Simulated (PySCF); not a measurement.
# C2H8SeSi: runs on many settings

Aim: see how C2H8SeSi (`CC[SiH2][SeH]`) answers to the choice of functional, basis, grid and SCF options.

Programs: PySCF 2.14.0, with density-fitted response routines of our own. Each step states its level of theory. These are calculated values for one molecule in the gas phase, unless marked as measured. Atoms are numbered from 0 throughout.

1 further run of the same task is left out (for a known fault of the program). Runs told in other sessions of the task aren't counted.

### Step 1. The starting structure

12 atoms, charge 0, multiplicity 1; geometry from: GFN2-xTB.

Bonds of the start (Å): C0–C1 1.52, C1–Si2 1.90, Si2–Se3 2.30, C0–H4 1.09, C0–H5 1.09, C0–H6 1.09, C1–H7 1.09, C1–H8 1.09, Si2–H9 1.46, Si2–H10 1.46, Se3–H11 1.43.

### Step 2. Nuclear shieldings: PBE0/pcSseg-1

Job settings and geometry (Å):

```
{"job": {"kind": "nmr", "xc": "PBE0", "basis": "pcSseg-1"}, "charge": 0, "multiplicity": 1}
C     -1.708854     0.176552     0.050335
C     -0.263416     0.458954    -0.334580
Si     0.948707    -0.741556     0.502446
Se     3.075939    -0.167224    -0.145458
H     -1.994397    -0.831457    -0.240584
H     -2.383434     0.876618    -0.439470
H     -1.845801     0.268625     1.124906
H     -0.161017     0.392086    -1.420258
H     -0.012224     1.486193    -0.060396
H      0.729547    -2.124840     0.081510
H      0.922854    -0.623514     1.959056
H      2.693293     0.828876    -1.103533
```

Level: GIAO PBE0/pcSseg-1 NMR shielding, non-relativistic, gas phase.

The run is started by

```sh
OMP_NUM_THREADS=1 python probes_run.py task.json out
```

The driver reads the jobs from task.json and runs them one after another.

Standard output:

```text
coarse grid: 43880 points
cycle   1  E = -2771.2743092143  dE = -9.025e-01  |g| = 7.133e-01  |ddm| = 3.068e+00
cycle   2  E = -2771.2751084683  dE = -7.993e-04  |g| = 4.720e-01  |ddm| = 6.324e-01
cycle   3  E = -2771.3085835558  dE = -3.348e-02  |g| = 1.347e-01  |ddm| = 4.104e-01
cycle   4  E = -2771.3131229875  dE = -4.539e-03  |g| = 2.426e-02  |ddm| = 1.298e-01
cycle   5  E = -2771.3132510391  dE = -1.281e-04  |g| = 4.929e-03  |ddm| = 2.678e-02
cycle   6  E = -2771.3132579127  dE = -6.874e-06  |g| = 1.103e-03  |ddm| = 6.051e-03
final grid: 90392 points
cycle   7  E = -2771.3132318506  dE =  1.954e-08  |g| = 1.214e-03  |ddm| = 1.938e-03
cycle   8  E = -2771.3132317490  dE =  1.016e-07  |g| = 1.377e-03  |ddm| = 2.074e-03
cycle   9  E = -2771.3132321468  dE = -3.979e-07  |g| = 3.494e-05  |ddm| = 1.135e-03
cycle  10  E = -2771.3132321472  dE = -3.224e-10  |g| = 8.841e-06  |ddm| = 4.558e-05
converged SCF energy = -2771.3132321472

GIAO shielding tensors (ppm)
atom      isotropic    diamagn.    paramagn.     s11        s22        s33       span
  0 C      175.161     246.616     -71.455    167.318    168.778    189.387     22.070
  1 C      173.931     253.104     -79.173    161.161    168.073    192.560     31.399
  2 Si     379.566     878.916    -499.349    357.158    363.548    417.993     60.836
  3 Se    2297.519    3000.974    -703.455   1974.854   2235.410   2682.294    707.440
  4 H       30.675      29.879       0.796     25.961     29.018     37.046     11.086
  5 H       30.198      28.778       1.420     24.956     27.556     38.081     13.124
  6 H       30.687      29.878       0.809     25.959     29.031     37.072     11.114
  7 H       30.667      32.208      -1.542     25.177     31.273     35.550     10.373
  8 H       30.602      32.137      -1.535     25.109     31.212     35.484     10.376
  9 H       26.824      28.741      -1.917     22.271     25.650     32.550     10.279
 10 H       26.889      28.737      -1.848     22.523     25.620     32.525     10.002
 11 H       32.149      31.279       0.870     21.506     27.575     47.366     25.859
```

It took 13 s on 1 thread of AMD EPYC 9R14, shared host; peak memory 0.67 GiB.

The references, computed at this level on geometries of the same kind, shield at (ppm): 1H TMS 31.72, 13C TMS 186.9, 29Si TMS 349.2, 77Se Me2Se 1758. Their shielding less the atom's gives the shift. The references are single molecules in the gas phase. Atoms listed in one row are averaged.

| atoms | environment | σ (ppm) | δ (ppm) |
| --- | --- | --- | --- |
| C1 | sp3 CH2 bonded to Si | 173.9 | 13.0 |
| C0 | methyl carbon | 175.2 | 11.8 |
| H9, H10 | hydrogen on a silicon bonded to C, Se | 26.86 | 4.86 |
| H4, H5, H6 | hydrogen on a methyl carbon | 30.52 | 1.20 |
| H7, H8 | hydrogen on an sp3 CH2 bonded to Si | 30.63 | 1.08 |
| H11 | hydrogen on a selenium bonded to Si | 32.15 | -0.43 |
| Si2 | silicon bonded to C, Se, 2 H | 379.6 | -30.4 |
| Se3 | selenium bonded to Si, H | 2298 | -539 |

The run also stored atomic charges by several schemes (e):

| atoms | Mulliken | IAO | Hirshfeld | ESP fit |
| --- | --- | --- | --- | --- |
| C0 | -0.29 | -0.41 | -0.12 | -0.16 |
| C1 | -0.58 | -0.53 | -0.15 | -0.22 |
| Si2 | 0.68 | 0.65 | 0.31 | 0.22 |
| Se3 | -0.45 | -0.25 | -0.12 | -0.30 |

Mayer bond orders: C0–C1 1.05, C1–Si2 0.94, Si2–Se3 0.93.

Orbitals, density, ELF and potential are computed afterwards from the orbital file.

Frontier orbitals at PBE0/pcSseg-1, with the share of their density that lies nearest to each atom:

| orbital | energy (eV) | lies on |
| --- | --- | --- |
| HOMO | -6.75 | Se3 79 %; H11 11 % |
| LUMO | 0.09 | H11 22 %; Se3 20 %; Si2 14 % |

ELF in a plane through or near 6 of the atoms.

Ten even steps from ' ' (0.00) to '@' (1.00):
```
                                                        
                                                        
                                                        
                                                        
                    ........                            
                  ..--====::..                          
      ..::::::..::::......::..      ..                  
    ::++****++++++--::%%--..::    --==--..              
  ..++##%%**--==%%##::##====##::--++**++..              
  ::**%%##::**==++%%::..==@@%%**##::--==::..            
  ::**%%++::==**::**++++%%##--==@@--==##%%**..          
  ..==##**--::::++--..::++--++::%%**%%@@@@@@++..        
    ::--==++##@@@@++    --**++++==--%%@@@@@@**..        
      ....==@@@@@@%%    ::==++==..  ++@@@@@@::          
          ==@@@@@@%%      ..::..      ++##--            
          ..++%%%%::                                    
                                                        
                                                        
                                                        
                                                        
```
The map spans 11.4 Å across and 8.6 Å up, centred on the molecule. Atoms in the plane (x, y in Å): C0 (1.7, 0.0), C1 (0.3, -0.6), Si2 (-1.0, 0.8), Se3 (-3.1, -0.1), H5 (2.4, -0.8), H11 (-2.6, -1.5).

On the surface of density 0.002 e/bohr³ the electrostatic potential runs, from the 1st to the 99th percentile, from -0.97 V near Se3 to 1.09 V near H10.

### Step 3. TDDFT and polarisability: PBE0/def2-SVPD

The job, as its differences from that of step 2:

```diff
@@ -1,2 +1,2 @@
-{"job": {"kind": "nmr", "xc": "PBE0", "basis": "pcSseg-1"}, "charge": 0, "multiplicity": 1}
+{"job": {"kind": "uv", "xc": "PBE0", "basis": "def2-SVPD", "nstates": 6, "ntriplets": 2}, "charge": 0, "multiplicity": 1}
 C     -1.708854     0.176552     0.050335
```

Method: TDDFT PBE0/def2-SVPD, vertical, gas phase, core orbitals frozen in the response.

Standard output:

```text
coarse grid: 43880 points
cycle   1  E = -2771.1265949934  dE = -8.075e-01  |g| = 3.310e-01  |ddm| = 4.110e+00
cycle   2  E = -2771.1238515435  dE =  2.743e-03  |g| = 3.444e-01  |ddm| = 9.373e-01
cycle   3  E = -2771.1569117659  dE = -3.306e-02  |g| = 4.334e-02  |ddm| = 4.360e-01
cycle   4  E = -2771.1572983681  dE = -3.866e-04  |g| = 9.829e-03  |ddm| = 6.504e-02
cycle   5  E = -2771.1573256046  dE = -2.724e-05  |g| = 5.972e-03  |ddm| = 2.560e-02
cycle   6  E = -2771.1573338412  dE = -8.237e-06  |g| = 4.475e-04  |ddm| = 9.060e-03
final grid: 90392 points
cycle   7  E = -2771.1572834537  dE = -9.927e-08  |g| = 3.787e-04  |ddm| = 5.364e-03
cycle   8  E = -2771.1572834548  dE = -1.094e-09  |g| = 3.660e-04  |ddm| = 1.128e-03
cycle   9  E = -2771.1572834958  dE = -4.098e-08  |g| = 3.426e-05  |ddm| = 5.449e-04
cycle  10  E = -2771.1572834961  dE = -2.628e-10  |g| = 6.666e-06  |ddm| = 5.647e-05
converged SCF energy = -2771.1572834961

Static polarisability (au): isotropic 81.824, principal 69.389 74.699 101.385

Singlet excitations
state   eV       nm        f      main configurations
  1   5.3049    233.7   0.01010   H->L 0.73, H->L+1 0.26
  2   5.5373    223.9   0.01541   H->L+1 0.68, H->L 0.24
  3   6.0806    203.9   0.03287   H->L+2 0.92
  4   6.6328    186.9   0.00006   H->L+3 0.98
  5   6.9683    177.9   0.04645   H-1->L 0.83
  6   7.0728    175.3   0.02843   H->L+4 0.84, H-1->L 0.09

Triplet excitations (Tamm-Dancoff, eV): 4.8738 5.1868
```

Run time: 14 s. Hardware: 1 thread of AMD EPYC 9R14, shared host; peak memory 0.67 GiB.

Frontier orbitals and where they lie:

| orbital | eV | atoms |
| --- | --- | --- |
| HOMO−3 | -9.80 | Si2 22 %, C1 18 %, H10 13 % |
| HOMO−2 | -9.18 | Si2 24 %, C1 23 %, Se3 17 % |
| HOMO−1 | -8.30 | Se3 47 %, Si2 17 %, C1 16 % |
| HOMO | -6.78 | Se3 78 %, Si2 10 %, H11 7 % |
| LUMO | -0.13 | Se3 33 %, Si2 23 %, H11 13 % |
| LUMO+1 | 0.23 | Se3 48 %, Si2 18 %, H11 12 % |
| LUMO+2 | 0.41 | Se3 30 %, Si2 23 %, C1 10 % |

With each of the 6 states as a Gaussian band of 0.4 eV half-width at 1/e, the curve within the window shown has maxima at 206 nm (ε 1,500), 177 nm (ε 3,000) L/(mol cm). Beyond the last state computed it falls off for lack of states. The curve at chosen wavelengths:

nm, ε (L/mol/cm) and a bar:
```
      168       1332 #############
      172       2378 ########################
      176       2972 ##############################
      179       2866 #############################
      183       2185 ######################
      187       1438 ##############
      191       1054 ##########
      195       1071 ##########
      198       1221 ############
      202       1411 ##############
      206       1471 ###############
      210       1406 ##############
      214       1297 #############
      217       1228 ############
      221       1164 ###########
      225       1107 ###########
      229       1026 ##########
      233        905 #########
      236        791 ########
      240        626 ######
      244        466 ####
      248        326 ###
      252        216 ##
      255        153 #
      259         93 
      263         54
```

Leading natural transition orbitals of singlet state 5: the hole lies on Se3 52 %; Si2 16 %; C1 12 %; the particle on H11 28 %; Se3 28 %; H9, H10 about 12 % each.

Leading natural transition orbitals of singlet state 1: the hole lies on Se3 78 %; H11 11 %; the particle on Se3 33 %; H11 32 %; H9, H10 about 10 % each.

Ground-state properties from the same run:

| property | computed |
| --- | --- |
| dipole moment (D) | 2.10 |
| polarisability (Å³) | 12.13 |
| HOMO–LUMO gap (eV) | 6.65 |
| −ε(HOMO) (eV) | 6.78 |

### Step 4. Nuclear shieldings: PBE0/6-31G*

The job, as its differences from that of step 3:

```diff
@@ -1,2 +1,2 @@
-{"job": {"kind": "uv", "xc": "PBE0", "basis": "def2-SVPD", "nstates": 6, "ntriplets": 2}, "charge": 0, "multiplicity": 1}
+{"job": {"kind": "nmr", "xc": "PBE0", "basis": "6-31G*", "pop": false, "scf": {"aux": "def2-qzvpp-jkfit"}}, "charge": 0, "multiplicity": 1}
 C     -1.708854     0.176552     0.050335
```

Level: GIAO PBE0/6-31G* NMR shielding, non-relativistic, gas phase.

Standard output:

```text
final grid: 90392 points
cycle   1  E = -2771.2309925458  dE = -7.655e-01  |g| = 3.525e-01  |ddm| = 2.935e+00
cycle   2  E = -2771.2297569374  dE =  1.236e-03  |g| = 3.645e-01  |ddm| = 8.186e-01
cycle   3  E = -2771.2673187241  dE = -3.756e-02  |g| = 4.035e-02  |ddm| = 3.977e-01
cycle   4  E = -2771.2676323443  dE = -3.136e-04  |g| = 9.612e-03  |ddm| = 5.320e-02
cycle   5  E = -2771.2676592620  dE = -2.692e-05  |g| = 5.537e-03  |ddm| = 2.091e-02
cycle   6  E = -2771.2676655336  dE = -6.272e-06  |g| = 4.414e-04  |ddm| = 5.887e-03
cycle   7  E = -2771.2676655828  dE = -4.915e-08  |g| = 1.369e-04  |ddm| = 6.215e-04
cycle   8  E = -2771.2676655886  dE = -5.827e-09  |g| = 2.855e-05  |ddm| = 1.947e-04
cycle   9  E = -2771.2676655888  dE = -2.037e-10  |g| = 5.994e-06  |ddm| = 3.667e-05
converged SCF energy = -2771.2676655888

GIAO shielding tensors (ppm)
atom      isotropic    diamagn.    paramagn.     s11        s22        s33       span
  0 C      184.881     246.584     -61.703    177.883    178.501    198.258     20.375
  1 C      184.791     247.422     -62.631    173.419    179.037    201.917     28.497
  2 Si     423.389     880.618    -457.229    402.610    408.690    458.867     56.257
  3 Se    2352.845    2998.667    -645.822   2051.127   2267.154   2740.256    689.129
  4 H       31.316      29.908       1.408     26.648     29.862     37.439     10.791
  5 H       30.989      29.387       1.602     25.814     28.707     38.445     12.631
  6 H       31.324      29.903       1.421     26.629     29.878     37.465     10.836
  7 H       31.375      31.005       0.370     25.833     32.025     36.268     10.435
  8 H       31.318      30.915       0.403     25.807     31.971     36.176     10.370
  9 H       27.442      29.473      -2.031     23.041     26.216     33.068     10.027
 10 H       27.497      29.467      -1.970     23.260     26.170     33.062      9.801
 11 H       32.731      30.491       2.240     22.281     28.347     47.565     25.284
```

Wall time 4.8 s (1 thread of AMD EPYC 9R14, shared host); peak memory 0.51 GiB.

Key values: δ C1 11.6, C0 11.5, Si2 -7.9, Se3 -441, H9 4.94, H4 1.20 ppm (means over like atoms).

### Step 5. NMR shieldings: PBE0/pcSseg-1

The job, as its differences from that of step 4:

```diff
@@ -1,2 +1,2 @@
-{"job": {"kind": "nmr", "xc": "PBE0", "basis": "6-31G*", "pop": false, "scf": {"aux": "def2-qzvpp-jkfit"}}, "charge": 0, "multiplicity": 1}
+{"job": {"kind": "nmr", "xc": "PBE0", "basis": "pcSseg-1", "pop": false}, "charge": 0, "multiplicity": 1}
 C     -1.708854     0.176552     0.050335
```

Level: GIAO PBE0/pcSseg-1 NMR shielding, non-relativistic, gas phase.

Standard output:

```text
coarse grid: 43880 points
cycle   1  E = -2771.2743092143  dE = -9.025e-01  |g| = 7.133e-01  |ddm| = 3.068e+00
cycle   2  E = -2771.2751084683  dE = -7.993e-04  |g| = 4.720e-01  |ddm| = 6.324e-01
cycle   3  E = -2771.3085835558  dE = -3.348e-02  |g| = 1.347e-01  |ddm| = 4.104e-01
cycle   4  E = -2771.3131229875  dE = -4.539e-03  |g| = 2.426e-02  |ddm| = 1.298e-01
cycle   5  E = -2771.3132510391  dE = -1.281e-04  |g| = 4.929e-03  |ddm| = 2.678e-02
cycle   6  E = -2771.3132579127  dE = -6.874e-06  |g| = 1.103e-03  |ddm| = 6.051e-03
final grid: 90392 points
cycle   7  E = -2771.3132318506  dE =  1.954e-08  |g| = 1.214e-03  |ddm| = 1.938e-03
cycle   8  E = -2771.3132317490  dE =  1.016e-07  |g| = 1.377e-03  |ddm| = 2.074e-03
cycle   9  E = -2771.3132321468  dE = -3.979e-07  |g| = 3.494e-05  |ddm| = 1.135e-03
cycle  10  E = -2771.3132321472  dE = -3.224e-10  |g| = 8.841e-06  |ddm| = 4.558e-05
converged SCF energy = -2771.3132321472

GIAO shielding tensors (ppm)
atom      isotropic    diamagn.    paramagn.     s11        s22        s33       span
  0 C      175.161     246.616     -71.455    167.318    168.778    189.387     22.070
  1 C      173.931     253.104     -79.173    161.161    168.073    192.560     31.399
  2 Si     379.566     878.916    -499.349    357.158    363.548    417.993     60.836
  3 Se    2297.519    3000.974    -703.455   1974.854   2235.410   2682.294    707.440
  4 H       30.675      29.879       0.796     25.961     29.018     37.046     11.086
  5 H       30.198      28.778       1.420     24.956     27.556     38.081     13.124
  6 H       30.687      29.878       0.809     25.959     29.031     37.072     11.114
  7 H       30.667      32.208      -1.542     25.177     31.273     35.550     10.373
  8 H       30.602      32.137      -1.535     25.109     31.212     35.484     10.376
  9 H       26.824      28.741      -1.917     22.271     25.650     32.550     10.279
 10 H       26.889      28.737      -1.848     22.523     25.620     32.525     10.002
 11 H       32.149      31.279       0.870     21.506     27.575     47.366     25.859
```

Wall time 7.4 s (1 thread of AMD EPYC 9R14, shared host); peak memory 0.68 GiB.

Key values: δ C1 13.0, C0 11.8, Si2 -30.4, Se3 -539, H9 4.86, H4 1.20 ppm (means over like atoms).

### Step 6. Summary of results

```
                                                                  quantity                        value
                                    13C shifts against TMS (PBE0/pcSseg-1)               13.0, 11.8 ppm
    1H shifts against TMS (PBE0/pcSseg-1, means over atoms taken as alike)  4.86, 1.20, 1.08, -0.43 ppm
                                   29Si shifts against TMS (PBE0/pcSseg-1)                    -30.4 ppm
                                 77Se shifts against Me2Se (PBE0/pcSseg-1)                     -539 ppm
potential on the surface of density 0.002 e/bohr³, 1st and 99th percentile           -0.97 V and 1.09 V
                                           lowest singlet (PBE0/def2-SVPD)  5.30 eV (234 nm), f = 0.010
                                  brightest single state of those computed  state 5, 6.97 eV, f = 0.046
                                                            lowest triplet                      4.87 eV
```

In words: Single values in the summary come from the first sound run of each kind (PBE0/pcSseg-1; PBE0/def2-SVPD), which need not be the best level. At PBE0/pcSseg-1: The widest tensor belongs to Se3: span 707 ppm, with a paramagnetic part of -703 ppm. The first singlet state (HOMO→LUMO 0.73, HOMO→LUMO+1 0.26) lies at 5.30 eV and is weak; of the 6 states computed, the strongest absorption comes from state 5 at 6.97 eV. The lowest triplet lies 0.43 eV below the lowest singlet (triplets in Tamm-Dancoff, singlets in full TDDFT). At PBE0/def2-SVPD, states above −ε(HOMO) (6.78 eV) lie where TDDFT describes them poorly and they hang on the basis; the brightest is among them. Spin-orbit coupling is left out, which matters for shieldings and couplings at and beside the heavy atoms.
